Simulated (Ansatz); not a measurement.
# FH₇OSi₃, SMILES F[SiH]([SiH3])O[SiH3]: a single point in a Gaussian basis

Program: Ansatz's Python interface.

At the Python prompt:
```pycon
>>> from dataclasses import dataclass
>>> import warnings
>>> import ansatz as az
>>> from ase import Atoms
>>> import numpy as np
>>> import pandas as pd
>>> @dataclass(frozen=True)
... class Settings:
...     basis: str = "def2-SVP"
...     xc: str = "pbe"
...     vdw: str = "d4"
...
>>> opts = Settings()
>>> warnings.simplefilter("ignore", az.DeckWarning)
>>> atoms = Atoms(["F", "Si", "Si", "O", "Si", "H", "H", "H", "H", "H", "H", "H"], positions=[
...     (-1.6278, -1.5012, -0.6657),
...     (-1.2759, -0.0471, -0.0321),
...     (-0.2927, 1.3165, -1.6328),
...     (-0.1976, -0.3305, 1.2516),
...     (1.1681, -1.1065, 1.5394),
...     (-2.5103, 0.622, 0.471),
...     (0.1543, 2.6252, -1.0155),
...     (-1.1345, 1.6065, -2.7703),
...     (0.9823, 0.6962, -2.1085),
...     (1.5418, -0.8957, 3.0006),
...     (2.1999, -0.5012, 0.7114),
...     (1.0693, -2.5395, 1.2849),
... ])
>>> system = az.Crystal.molecule_from_ase(atoms)
>>> base = (
...     system.calculation()
...     .basis(gaussian=opts.basis)
...     .functional(opts.xc, dispersion=opts.vdw)
...     .forces()
... )
>>> done = base.run(threads=1)

>>> rep = done.report
>>> {key: value for key, value in rep.items() if isinstance(value, (int, float)) and "ev" in key}
{'free_energy_ev': -28485.387788327425, 'reference_energy_ev': -28485.09820923939}
>>> rep["free_energy_ev"]
-28485.387788327425
>>> for key in ("converged", "free_energy_ev", "reference_energy_ev", "n_frozen", "n_occupied", "n_virtual"):
...     print(f"{key:22s} {rep[key]}")
...
converged              True
free_energy_ev         -28485.387788327425
reference_energy_ev    -28485.09820923939
n_frozen               0
n_occupied             [33, 33]
n_virtual              [84, 84]
>>> symbols = [site.symbol for site in system.cartesian_sites]
>>> forces = np.array(rep["forces_ev_ang"])
>>> print("largest force", round(float(np.linalg.norm(forces, axis=1).max()), 4), "eV/A, rms", round(float(np.sqrt((forces ** 2).mean())), 4))
largest force 3.8561 eV/A, rms 0.898
>>> charges = rep["charge_distribution"]
>>> table = pd.DataFrame({"atom": symbols, "mulliken": charges["mulliken_charges_e"], "lowdin": charges["lowdin_charges_e"]})
>>> table.round(3)
   atom  mulliken  lowdin
0     F    -0.289   0.005
1    Si     0.687   0.142
2    Si     0.031   0.145
3     O    -0.476  -0.018
4    Si     0.466   0.240
5     H    -0.080  -0.084
6     H    -0.030  -0.050
7     H    -0.028  -0.057
8     H    -0.028  -0.053
9     H    -0.086  -0.088
10    H    -0.087  -0.093
11    H    -0.080  -0.089
>>> print("dipole (e A):", np.round(charges["dipole_moment_e_ang"], 4) + 0.0)
dipole (e A): [-0.0344  0.1489 -0.0602]
```

What to keep in mind:
- These settings explore the input space; basis and method may be short of convergence.
- The geometry is a force-field or estimated start, not a minimum of this method, and the basis set is short of its limit.
- The Löwdin charges here are taken after orthogonalising the functions within each atom; they differ from plain Löwdin charges, and their signs can be unphysical.
- Total less reference energy is the dispersion correction.
- Wall time of the script: 4.4 s on 1 thread of Arm Neoverse V2 (shared host), peak memory 0.27 GiB.

(Lines on the test bed's own set-up are left out of the output.)
